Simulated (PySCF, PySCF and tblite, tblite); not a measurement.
# C₆H₆O₃: telling isomers apart by computed NMR, part 2 of 3

PySCF and tblite. Atoms count from 0.

### Step 9. Single-point energy, isomer B, conformer 1: B3LYP/def2-SVP in benzene

What the job is given:

```
{"job": {"xc": "B3LYP", "basis": "def2-SVP", "solvent": "benzene", "kind": "sp"}, "charge": 0, "multiplicity": 1}
C      2.866243    -0.460857    -0.379036
C      1.498137    -0.448498     0.248504
O      1.233618    -0.835552     1.353789
O      0.604094     0.063368    -0.614787
C     -0.721433     0.182344    -0.279572
C     -1.686644     0.717598    -1.176500
C     -2.864313     0.674780    -0.500281
O     -2.693627     0.160634     0.725335
C     -1.391717    -0.141458     0.866579
H      3.151563     0.553362    -0.648118
H      2.843816    -1.059087    -1.286815
H      3.583364    -0.875510     0.322246
H     -1.503477     1.072540    -2.168246
H     -3.855979     0.971640    -0.777358
H     -1.068059    -0.567315     1.793364
```

Output:

```text
coarse grid: 13496 points
cycle   1  E = -457.2806677827  dE =  1.816e+00  |g| = 9.762e-01  |ddm| = 4.554e+00
cycle   2  E = -456.8562370698  dE =  4.244e-01  |g| = 1.775e+00  |ddm| = 2.320e+00
cycle   3  E = -457.4456814057  dE = -5.894e-01  |g| = 3.065e-01  |ddm| = 1.719e+00
cycle   4  E = -457.4633501375  dE = -1.767e-02  |g| = 9.501e-02  |ddm| = 3.169e-01
cycle   5  E = -457.4648614307  dE = -1.511e-03  |g| = 2.869e-02  |ddm| = 8.319e-02
cycle   6  E = -457.4650431536  dE = -1.817e-04  |g| = 6.643e-03  |ddm| = 2.813e-02
cycle   7  E = -457.4650515679  dE = -8.414e-06  |g| = 2.993e-03  |ddm| = 8.032e-03
final grid: 133104 points
cycle   8  E = -457.5643509230  dE = -4.050e-05  |g| = 6.935e-03  |ddm| = 3.177e-02
cycle   9  E = -457.5643332150  dE =  1.771e-05  |g| = 1.160e-02  |ddm| = 1.537e-02
cycle  10  E = -457.5643612975  dE = -2.808e-05  |g| = 1.317e-03  |ddm| = 9.965e-03
cycle  11  E = -457.5643616618  dE = -3.643e-07  |g| = 2.656e-04  |ddm| = 1.223e-03
cycle  12  E = -457.5643616719  dE = -1.014e-08  |g| = 1.382e-04  |ddm| = 2.956e-04
cycle  13  E = -457.5643616754  dE = -3.534e-09  |g| = 3.916e-05  |ddm| = 1.329e-04
cycle  14  E = -457.5643616757  dE = -3.005e-10  |g| = 1.262e-05  |ddm| = 4.379e-05
converged SCF energy = -457.5643616757
```

Wall time 5.2 s (1 thread of AMD EPYC 9R45, shared host).

This run: HOMO -6.36 eV, LUMO -0.25 eV; dipole 2.55 D.

### Step 10. Shieldings, isomer B, conformer 2: WP04/pcSseg-1 in benzene

What the job is given:

```
{"job": {"xc": "WP04", "basis": "pcSseg-1", "solvent": "benzene", "kind": "nmr", "pop": false}, "charge": 0, "multiplicity": 1}
C      2.847971    -0.379419     0.389927
C      1.422857    -0.665037    -0.004615
O      1.031095    -1.682025    -0.505357
O      0.655898     0.400631     0.292236
C     -0.694174     0.424689     0.041428
C     -1.553722    -0.551364    -0.530950
C     -2.787693     0.020626    -0.530321
O     -2.750062     1.255636    -0.008670
C     -1.479403     1.504946     0.339889
H      3.469517    -1.236916     0.152706
H      2.893927    -0.168555     1.455579
H      3.202889     0.498146    -0.144983
H     -1.277981    -1.522238    -0.882740
H     -3.737981    -0.344270    -0.865057
H     -1.247552     2.453140     0.779016
```

Output:

```text
coarse grid: 13496 points
cycle   1  E = -467.3559000063  dE =  1.808e+00  |g| = 1.359e+00  |ddm| = 3.767e+00
cycle   2  E = -466.5623991202  dE =  7.935e-01  |g| = 2.419e+00  |ddm| = 2.411e+00
cycle   3  E = -467.6225113072  dE = -1.060e+00  |g| = 5.124e-01  |ddm| = 1.891e+00
cycle   4  E = -467.6712299682  dE = -4.872e-02  |g| = 1.715e-01  |ddm| = 4.375e-01
cycle   5  E = -467.6755971985  dE = -4.367e-03  |g| = 5.885e-02  |ddm| = 1.222e-01
cycle   6  E = -467.6763109435  dE = -7.137e-04  |g| = 1.092e-02  |ddm| = 4.325e-02
cycle   7  E = -467.6763344185  dE = -2.347e-05  |g| = 3.868e-03  |ddm| = 9.993e-03
cycle   8  E = -467.6763376714  dE = -3.253e-06  |g| = 8.500e-04  |ddm| = 3.158e-03
final grid: 133104 points
cycle   9  E = -467.7999342855  dE = -6.157e-05  |g| = 1.205e-02  |ddm| = 4.420e-02
cycle  10  E = -467.7998827727  dE =  5.151e-05  |g| = 2.069e-02  |ddm| = 1.885e-02
cycle  11  E = -467.7999607871  dE = -7.801e-05  |g| = 3.023e-03  |ddm| = 1.248e-02
cycle  12  E = -467.7999624684  dE = -1.681e-06  |g| = 6.946e-04  |ddm| = 2.098e-03
cycle  13  E = -467.7999625489  dE = -8.057e-08  |g| = 2.349e-04  |ddm| = 6.138e-04
cycle  14  E = -467.7999625593  dE = -1.038e-08  |g| = 6.115e-05  |ddm| = 1.891e-04
cycle  15  E = -467.7999625600  dE = -7.101e-10  |g| = 2.453e-05  |ddm| = 6.464e-05
converged SCF energy = -467.7999625600

GIAO shielding tensors (ppm)
atom      isotropic    diamagn.    paramagn.     s11        s22        s33       span
  0 C      148.935     249.532    -100.597    126.569    140.598    179.637     53.068
  1 C       -1.034     251.179    -252.213   -108.671     52.596     52.973    161.644
  2 O     -108.923     407.284    -516.207   -389.249   -207.013    269.493    658.742
  3 O      104.227     407.618    -303.391    -70.866    155.250    228.297    299.163
  4 C       21.797     252.029    -230.232    -45.615     22.523     88.484    134.099
  5 C       60.752     253.415    -192.663    -19.628     52.547    149.338    168.966
  6 C       28.110     255.645    -227.535    -45.440     32.372     97.397    142.838
  7 O       59.105     398.003    -338.898    -77.964    -24.300    279.580    357.544
  8 C       38.663     255.477    -216.814    -19.191     33.640    101.539    120.729
  9 H       29.917      26.538       3.379     25.982     28.688     35.082      9.100
 10 H       29.496      28.980       0.516     26.065     28.708     33.715      7.650
 11 H       29.494      28.970       0.524     26.065     28.704     33.714      7.649
 12 H       24.238      34.021      -9.783     19.985     24.451     28.277      8.292
 13 H       24.711      29.759      -5.048     21.769     25.985     26.379      4.611
 14 H       24.556      32.220      -7.664     21.567     25.155     26.947      5.380
```

It took 13 s on 1 thread of AMD EPYC 9R45, shared host.

In short: HOMO -7.83 eV, LUMO -2.53 eV; dipole 1.78 D.

### Step 11. Single-point energy, isomer B, conformer 2: B3LYP/def2-SVP in benzene

Changed since step 10:

```diff
@@ -1,2 +1,2 @@
-{"job": {"xc": "WP04", "basis": "pcSseg-1", "solvent": "benzene", "kind": "nmr", "pop": false}, "charge": 0, "multiplicity": 1}
+{"job": {"xc": "B3LYP", "basis": "def2-SVP", "solvent": "benzene", "kind": "sp"}, "charge": 0, "multiplicity": 1}
 C      2.847971    -0.379419     0.389927
```

Output:

```text
coarse grid: 13496 points
cycle   1  E = -457.2779899461  dE =  1.813e+00  |g| = 9.760e-01  |ddm| = 4.541e+00
cycle   2  E = -456.8537220485  dE =  4.243e-01  |g| = 1.775e+00  |ddm| = 2.333e+00
cycle   3  E = -457.4430594447  dE = -5.893e-01  |g| = 3.064e-01  |ddm| = 1.732e+00
cycle   4  E = -457.4607458239  dE = -1.769e-02  |g| = 9.325e-02  |ddm| = 3.110e-01
cycle   5  E = -457.4621600050  dE = -1.414e-03  |g| = 2.787e-02  |ddm| = 7.878e-02
cycle   6  E = -457.4623307310  dE = -1.707e-04  |g| = 5.959e-03  |ddm| = 2.691e-02
cycle   7  E = -457.4623383285  dE = -7.597e-06  |g| = 1.741e-03  |ddm| = 6.897e-03
final grid: 133104 points
cycle   8  E = -457.5622407351  dE = -3.936e-05  |g| = 6.679e-03  |ddm| = 3.760e-02
cycle   9  E = -457.5622264825  dE =  1.425e-05  |g| = 1.079e-02  |ddm| = 1.387e-02
cycle  10  E = -457.5622500415  dE = -2.356e-05  |g| = 1.550e-03  |ddm| = 8.952e-03
cycle  11  E = -457.5622505234  dE = -4.819e-07  |g| = 3.111e-04  |ddm| = 1.398e-03
cycle  12  E = -457.5622505392  dE = -1.578e-08  |g| = 1.322e-04  |ddm| = 3.549e-04
cycle  13  E = -457.5622505425  dE = -3.300e-09  |g| = 3.221e-05  |ddm| = 1.217e-04
cycle  14  E = -457.5622505427  dE = -1.971e-10  |g| = 1.216e-05  |ddm| = 3.997e-05
converged SCF energy = -457.5622505427
```

It took 5.4 s on 1 thread of AMD EPYC 9R45, shared host.

Key values: HOMO -6.31 eV, LUMO -0.22 eV; dipole 1.69 D.

### Step 12. Couplings, isomer B, conformer 1: B3LYP/6-31G*+pcJ-1

What the job is given:

```
{"job": {"xc": "B3LYP", "basis": {"default": "6-31G*", "H": "pcJ-1"}, "nuclei": ["H", "F", "P", "Si", "B"], "kind": "j"}, "charge": 0, "multiplicity": 1}
C      2.866243    -0.460857    -0.379036
C      1.498137    -0.448498     0.248504
O      1.233618    -0.835552     1.353789
O      0.604094     0.063368    -0.614787
C     -0.721433     0.182344    -0.279572
C     -1.686644     0.717598    -1.176500
C     -2.864313     0.674780    -0.500281
O     -2.693627     0.160634     0.725335
C     -1.391717    -0.141458     0.866579
H      3.151563     0.553362    -0.648118
H      2.843816    -1.059087    -1.286815
H      3.583364    -0.875510     0.322246
H     -1.503477     1.072540    -2.168246
H     -3.855979     0.971640    -0.777358
H     -1.068059    -0.567315     1.793364
```

Output:

```text
coarse grid: 13496 points
cycle   1  E = -457.7804430118  dE =  1.900e+00  |g| = 9.904e-01  |ddm| = 3.968e+00
cycle   2  E = -457.3054919689  dE =  4.750e-01  |g| = 1.851e+00  |ddm| = 2.068e+00
cycle   3  E = -457.9469585259  dE = -6.415e-01  |g| = 3.550e-01  |ddm| = 1.569e+00
cycle   4  E = -457.9712714139  dE = -2.431e-02  |g| = 1.041e-01  |ddm| = 3.488e-01
cycle   5  E = -457.9730909091  dE = -1.819e-03  |g| = 3.552e-02  |ddm| = 9.291e-02
cycle   6  E = -457.9733635310  dE = -2.726e-04  |g| = 9.856e-03  |ddm| = 3.249e-02
cycle   7  E = -457.9733822468  dE = -1.872e-05  |g| = 4.401e-03  |ddm| = 1.113e-02
cycle   8  E = -457.9733861206  dE = -3.874e-06  |g| = 8.907e-04  |ddm| = 3.587e-03
final grid: 133104 points
cycle   9  E = -457.8965701615  dE = -3.460e-05  |g| = 6.490e-03  |ddm| = 2.437e-02
cycle  10  E = -457.8965635841  dE =  6.577e-06  |g| = 8.636e-03  |ddm| = 1.136e-02
cycle  11  E = -457.8965798002  dE = -1.622e-05  |g| = 1.803e-03  |ddm| = 6.872e-03
cycle  12  E = -457.8965804222  dE = -6.220e-07  |g| = 3.898e-04  |ddm| = 1.496e-03
cycle  13  E = -457.8965804487  dE = -2.651e-08  |g| = 1.699e-04  |ddm| = 4.479e-04
cycle  14  E = -457.8965804543  dE = -5.595e-09  |g| = 3.871e-05  |ddm| = 1.469e-04
cycle  15  E = -457.8965804546  dE = -2.887e-10  |g| = 1.398e-05  |ddm| = 4.031e-05
converged SCF energy = -457.8965804546

Indirect spin-spin couplings (Hz)
  i      j    bonds     total        FC       PSO       DSO        SD
  9 H   10 H    2    -19.137   -18.776     2.139    -2.499         -
  9 H   11 H    2    -13.638   -13.107     2.186    -2.717         -
  9 H   13 H    7     -0.234     0.010     0.474    -0.718         -
  9 H   14 H    6     -0.446    -0.150     0.586    -0.882         -
 10 H   11 H    2    -13.631   -13.100     2.185    -2.717         -
 10 H   13 H    7     -0.234     0.010     0.473    -0.717         -
 10 H   14 H    6     -0.446    -0.149     0.588    -0.885         -
 11 H   12 H    6     -0.258     0.010     0.606    -0.874         -
 11 H   13 H    7     -0.253     0.034     0.579    -0.866         -
 11 H   14 H    6     -0.227    -0.016     0.462    -0.673         -
 12 H   13 H    3      2.157     2.652     0.713    -1.208         -
 13 H   14 H    4      1.227     2.023     1.573    -2.369         -
```

Wall time 13 s (1 thread of AMD EPYC 9R45, shared host).

In short: HOMO -6.11 eV, LUMO -0.09 eV; dipole 2.27 D.

### Step 13. Couplings, isomer B, conformer 2: B3LYP/6-31G*+pcJ-1

What the job is given:

```
{"job": {"xc": "B3LYP", "basis": {"default": "6-31G*", "H": "pcJ-1"}, "nuclei": ["H", "F", "P", "Si", "B"], "kind": "j"}, "charge": 0, "multiplicity": 1}
C      2.847971    -0.379419     0.389927
C      1.422857    -0.665037    -0.004615
O      1.031095    -1.682025    -0.505357
O      0.655898     0.400631     0.292236
C     -0.694174     0.424689     0.041428
C     -1.553722    -0.551364    -0.530950
C     -2.787693     0.020626    -0.530321
O     -2.750062     1.255636    -0.008670
C     -1.479403     1.504946     0.339889
H      3.469517    -1.236916     0.152706
H      2.893927    -0.168555     1.455579
H      3.202889     0.498146    -0.144983
H     -1.277981    -1.522238    -0.882740
H     -3.737981    -0.344270    -0.865057
H     -1.247552     2.453140     0.779016
```

Output:

```text
coarse grid: 13496 points
cycle   1  E = -457.7778615031  dE =  1.898e+00  |g| = 9.899e-01  |ddm| = 3.969e+00
cycle   2  E = -457.3048743061  dE =  4.730e-01  |g| = 1.848e+00  |ddm| = 2.097e+00
cycle   3  E = -457.9451542300  dE = -6.403e-01  |g| = 3.499e-01  |ddm| = 1.590e+00
cycle   4  E = -457.9687050009  dE = -2.355e-02  |g| = 1.007e-01  |ddm| = 3.366e-01
cycle   5  E = -457.9703467656  dE = -1.642e-03  |g| = 3.238e-02  |ddm| = 8.378e-02
cycle   6  E = -457.9705771765  dE = -2.304e-04  |g| = 6.622e-03  |ddm| = 2.797e-02
cycle   7  E = -457.9705868407  dE = -9.664e-06  |g| = 2.082e-03  |ddm| = 7.441e-03
final grid: 133104 points
cycle   8  E = -457.8943157178  dE = -3.055e-05  |g| = 6.922e-03  |ddm| = 2.528e-02
cycle   9  E = -457.8943012320  dE =  1.449e-05  |g| = 1.084e-02  |ddm| = 1.351e-02
cycle  10  E = -457.8943263408  dE = -2.511e-05  |g| = 2.045e-03  |ddm| = 8.896e-03
cycle  11  E = -457.8943271603  dE = -8.194e-07  |g| = 3.997e-04  |ddm| = 1.660e-03
cycle  12  E = -457.8943271890  dE = -2.873e-08  |g| = 1.503e-04  |ddm| = 4.506e-04
cycle  13  E = -457.8943271934  dE = -4.382e-09  |g| = 4.070e-05  |ddm| = 1.384e-04
cycle  14  E = -457.8943271937  dE = -3.361e-10  |g| = 1.527e-05  |ddm| = 4.612e-05
converged SCF energy = -457.8943271937

Indirect spin-spin couplings (Hz)
  i      j    bonds     total        FC       PSO       DSO        SD
  9 H   10 H    2    -13.565   -13.034     2.186    -2.717         -
  9 H   11 H    2    -13.575   -13.044     2.186    -2.717         -
  9 H   12 H    6     -0.238    -0.031     0.467    -0.674         -
  9 H   13 H    7     -0.252     0.009     0.532    -0.793         -
  9 H   14 H    6     -0.269     0.005     0.607    -0.881         -
 10 H   11 H    2    -19.107   -18.750     2.136    -2.494         -
 10 H   12 H    6     -0.354    -0.069     0.583    -0.868         -
 10 H   13 H    7     -0.249     0.029     0.541    -0.819         -
 10 H   14 H    6     -0.165    -0.117     0.109    -0.157         -
 11 H   12 H    6     -0.354    -0.069     0.583    -0.868         -
 11 H   13 H    7     -0.249     0.029     0.542    -0.819         -
 11 H   14 H    6     -0.165    -0.117     0.109    -0.156         -
 12 H   13 H    3      2.314     2.733     0.634    -1.053         -
 13 H   14 H    4      1.316     2.148     1.618    -2.450         -
```

It took 13 s on 1 thread of AMD EPYC 9R45, shared host.

Key values: HOMO -6.07 eV, LUMO -0.07 eV; dipole 1.48 D.

### Step 14. The ensemble, isomer B: properties at WP04/pcSseg-1 in benzene

What the job is given:

```
{"job": {"study": "conf", "smiles": "CC(=O)Oc1ccoc1", "search": {"seed": 9840, "n_embed": 90, "ff_keep": 18, "window": 2.5, "nmax": 6, "temps": [250, 298.15, 350], "t_ref": 298.15, "order": 0.0005}, "level": {"nmr": {"xc": "WP04", "basis": "pcSseg-1", "solvent": "benzene"}, "sp": {"xc": "B3LYP", "basis": "def2-SVP", "solvent": "benzene"}, "j": {"xc": "B3LYP", "basis": {"default": "6-31G*", "H": "pcJ-1"}, "nuclei": ["H", "F", "P", "Si", "B"]}}, "kind": "conf"}, "charge": 0, "multiplicity": 1}
C      2.866243    -0.460857    -0.379036
C      1.498137    -0.448498     0.248504
O      1.233618    -0.835552     1.353789
O      0.604094     0.063368    -0.614787
C     -0.721433     0.182344    -0.279572
C     -1.686644     0.717598    -1.176500
C     -2.864313     0.674780    -0.500281
O     -2.693627     0.160634     0.725335
C     -1.391717    -0.141458     0.866579
H      3.151563     0.553362    -0.648118
H      2.843816    -1.059087    -1.286815
H      3.583364    -0.875510     0.322246
H     -1.503477     1.072540    -2.168246
H     -3.855979     0.971640    -0.777358
H     -1.068059    -0.567315     1.793364
```

Output:

```text
conformer  sym    E(xTB)   E(DFT)   G(298.15 K)  weight  dipole/D
    1     Cs      0.000    0.000    0.000   0.8109    2.549
    2     Cs      1.295    1.318    0.862   0.1891    1.685

mean shielding (ppm) by class
class atoms           250 K   298.15 K      350 K
  0 C  0            149.319    149.294     149.27
  1 C  1             -1.466     -1.438     -1.411
  2 O  2           -116.196   -115.726   -115.269
  3 O  3             96.663     97.153     97.627
  4 C  4             23.732     23.607     23.486
  5 C  5             62.793     62.661     62.533
  6 C  6              29.14     29.073     29.009
  7 O  7             51.932     52.396     52.846
  8 C  8             35.671     35.864     36.052
  9 H  9,10,11       29.602     29.604     29.606
 10 H  12            25.342      25.27     25.201
 11 H  13              24.7     24.701     24.701
 12 H  14            23.738     23.791     23.842
```

It took 65 s on 1 thread of AMD EPYC 9R45, shared host. This counts the runs that the step sums up.

The search (ETKDG, MMFF94s, GFN2-xTB) embedded 90 structures, kept 2 distinct ones after the force field and 2 after xTB; 2 were carried on (window 2.5 kcal/mol at the search's own energies). Energies: B3LYP/def2-SVP in benzene with D3(BJ).

The conformers at 298 K:

| no. | group | mirror pair | ΔE xTB | ΔE DFT | ΔG | weight (%) | μ (D) | O2–C1–O3–C4 (°) | C1–O3–C4–C5 (°) | A, B, C (GHz) |
| --- | --- | --- | --- | --- | --- | --- | --- | --- | --- | --- |
| 1 | Cs | no | 0.00 | 0.00 | 0.00 | 81.1 | 2.55 | 0 | -180 | 5.07, 1.02, 0.86 |
| 2 | Cs | no | 1.29 | 1.32 | 0.86 | 18.9 | 1.69 | 0 | 0 | 5.09, 1.01, 0.85 |

Energies in kcal/mol. ΔG holds xTB vibrations and rotation, symmetry numbers and mirror pairs.

Weights (%) by temperature:

| no. | 250 K | 298 K | 350 K |
| --- | --- | --- | --- |
| 1 | 86.7 | 81.1 | 75.6 |
| 2 | 13.3 | 18.9 | 24.4 |

Other ways of weighting, at the same temperature:

| scheme | 1 | 2 | mean μ (D) |
| --- | --- | --- | --- |
| DFT free energy | 81 | 19 | 2.39 |
| DFT energy, symmetry counted | 90 | 10 | 2.46 |
| DFT energy alone | 90 | 10 | 2.46 |
| xTB energy, symmetry counted | 90 | 10 | 2.46 |
| xTB free energy | 80 | 20 | 2.38 |
| lowest conformer only | 100 | 0 | 2.55 |
| equal weights | 50 | 50 | 2.12 |

Shifts against references run at the same level (¹H TMS 31.99, ¹³C TMS 175.5 ppm of shielding), by class of atoms, at 298 K:

| atoms | environment | no. 1 | no. 2 | average |
| --- | --- | --- | --- | --- |
| C1 | ester carbonyl carbon | 177.0 | 176.5 | 176.9 |
| C4 | aromatic carbon bearing oxygen | 151.4 | 153.7 | 151.9 |
| C6 | aromatic CH next to the ring oxygen | 146.2 | 147.4 | 146.4 |
| C8 | aromatic CH next to the ring oxygen | 140.3 | 136.8 | 139.6 |
| C5 | aromatic CH | 112.4 | 114.7 | 112.8 |
| C0 | methyl carbon α to a carbonyl | 26.1 | 26.5 | 26.2 |
| H14 | hydrogen on an aromatic CH next to the ring oxygen | 8.38 | 7.43 | 8.20 |
| H13 | hydrogen on an aromatic CH next to the ring oxygen | 7.29 | 7.28 | 7.29 |
| H12 | hydrogen on an aromatic CH | 6.48 | 7.75 | 6.72 |
| H9, H10, H11 | hydrogen on a methyl carbon α to a carbonyl | 2.39 | 2.35 | 2.38 |
| O2 | ester carbonyl oxygen | -117.3 (σ) | -108.9 (σ) | -115.7 (σ) |
| O7 | aromatic ring oxygen | 50.8 (σ) | 59.1 (σ) | 52.4 (σ) |
| O3 | ester alkoxy oxygen | 95.5 (σ) | 104.2 (σ) | 97.2 (σ) |

Couplings (Hz, B3LYP/6-31G*+pcJ-1; one pair named for each class), from conformers that hold 100 % of the weight:

| pair | bonds | no. 1 | no. 2 | average |
| --- | --- | --- | --- | --- |
| H9–H10 | 2 | -15.5 | -15.4 | -15.5 |
| H12–H13 | 3 | 2.2 | 2.3 | 2.2 |
| H13–H14 | 4 | 1.2 | 1.3 | 1.2 |

Effective distances for nuclear Overhauser effects, ⟨r⁻⁶⟩^(−1/6) over all pairs of two classes (Å): H12···H13 2.73.

### Step 15. Shieldings, isomer B, conformer 1: HF/def2-SVP

What the job is given:

```
{"job": {"xc": "HF", "basis": "def2-SVP", "kind": "nmr", "pop": false}, "charge": 0, "multiplicity": 1}
C      2.872491    -0.462334    -0.378428
C      1.500629    -0.447709     0.244986
O      1.243785    -0.836314     1.351287
O      0.603374     0.062243    -0.612642
C     -0.727796     0.183784    -0.280480
C     -1.689645     0.720100    -1.181267
C     -2.869420     0.677907    -0.505677
O     -2.692204     0.161361     0.722806
C     -1.385031    -0.144272     0.870480
H      3.156283     0.554046    -0.646548
H      2.848125    -1.062078    -1.286813
H      3.590680    -0.877480     0.323871
H     -1.504019     1.077223    -2.179066
H     -3.871213     0.972475    -0.772464
H     -1.080454    -0.570963     1.809058
```

Output:

```text
final grid: 133104 points
cycle   1  E = -454.7049617189  dE =  2.742e+00  |g| = 9.308e-01  |ddm| = 4.204e+00
cycle   2  E = -454.8456925333  dE = -1.407e-01  |g| = 6.102e-01  |ddm| = 1.235e+00
cycle   3  E = -454.9145020268  dE = -6.881e-02  |g| = 1.079e-01  |ddm| = 5.745e-01
cycle   4  E = -454.9177762966  dE = -3.274e-03  |g| = 4.214e-02  |ddm| = 1.694e-01
cycle   5  E = -454.9182323885  dE = -4.561e-04  |g| = 9.991e-03  |ddm| = 5.400e-02
cycle   6  E = -454.9182863862  dE = -5.400e-05  |g| = 4.775e-03  |ddm| = 2.008e-02
cycle   7  E = -454.9183016738  dE = -1.529e-05  |g| = 1.779e-03  |ddm| = 1.190e-02
cycle   8  E = -454.9183037550  dE = -2.081e-06  |g| = 5.396e-04  |ddm| = 4.659e-03
cycle   9  E = -454.9183039189  dE = -1.639e-07  |g| = 2.299e-04  |ddm| = 1.129e-03
cycle  10  E = -454.9183039372  dE = -1.822e-08  |g| = 5.196e-05  |ddm| = 3.635e-04
cycle  11  E = -454.9183039384  dE = -1.210e-09  |g| = 1.841e-05  |ddm| = 8.978e-05
cycle  12  E = -454.9183039385  dE = -1.575e-10  |g| = 7.134e-06  |ddm| = 3.262e-05
converged SCF energy = -454.9183039385

GIAO shielding tensors (ppm)
atom      isotropic    diamagn.    paramagn.     s11        s22        s33       span
  0 C      179.799     243.819     -64.020    158.983    174.430    205.984     47.001
  1 C       30.201     250.904    -220.703    -81.119     74.477     97.246    178.366
  2 O      -82.548     400.110    -482.658   -390.426   -184.044    326.825    717.251
  3 O      184.447     405.595    -221.148     25.628    246.042    281.672    256.043
  4 C       61.465     250.328    -188.863    -15.233     69.809    129.819    145.053
  5 C       95.543     250.049    -154.506      9.515     99.787    177.326    167.811
  6 C       58.144     253.282    -195.138    -30.465     65.820    139.076    169.542
  7 O      104.054     401.699    -297.646    -27.355     32.718    306.798    334.153
  8 C       67.578     255.041    -187.463      4.497     59.638    138.600    134.102
  9 H       30.011      28.978       1.033     26.097     28.913     35.024      8.927
 10 H       30.011      28.837       1.174     26.092     28.919     35.024      8.931
 11 H       30.240      27.389       2.851     25.494     28.779     36.447     10.953
 12 H       25.718      31.476      -5.757     22.805     27.083     27.267      4.462
 13 H       24.975      29.408      -4.433     21.540     26.084     27.302      5.763
 14 H       23.991      33.769      -9.778     18.461     25.275     28.237      9.776
```

Run time: 4.5 s. Hardware: 1 thread of AMD EPYC 9R45, shared host.

This run: HOMO -8.80 eV, LUMO 4.05 eV; dipole 2.72 D.

(Part 2 of 3 ends here.)
